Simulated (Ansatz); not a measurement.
CdIr, 2 atoms in the cell. It takes space group P4mm (No. 99, tetragonal). The conventional cell has a = 3.284 Å, b = 3.284 Å, c = 3.386 Å, α = 90.00°, β = 90.00°, γ = 90.00°. Around Cd (site symmetry 4mm) lie 4 Ir at 2.50 Å. Ir (site symmetry 4mm) has 4 Cd at 2.50 Å as nearest neighbours. The cell was built by a generator and needn't be a form met in nature.

| Item | Value |
| --- | --- |
| Program | Ansatz 0.2.0 |
| Task | single point |
| Functional | PBE |
| Potentials or basis | all-electron LAPW, scalar-relativistic |
| Cutoff | 340 eV (chosen from the basis error) |
| Basis error allowed | 0.001 eV/atom |
| k mesh | 8 × 8 × 8 |
| Occupations | fermi-dirac, width 0.05 eV |
| Spin | no spin polarisation |

Potentials or basis: all-electron LAPW, scalar-relativistic.

Launch:

```console
$ ansatz run input.yaml --threads 1 --pin off --max-ram 3072MiB --backend cpu --events-out ev --progress --plain --runs-dir out
```

Hardware: 1 thread of Arm Neoverse V2, on a shared host.

Q: Estimate the wall time of this run.

A: Run time: 81 s on 1 thread of Arm Neoverse V2, on a shared host, peak memory 0.49 GiB. Counts: scf iterations 9, plane waves 495, k points 75, bands 47.
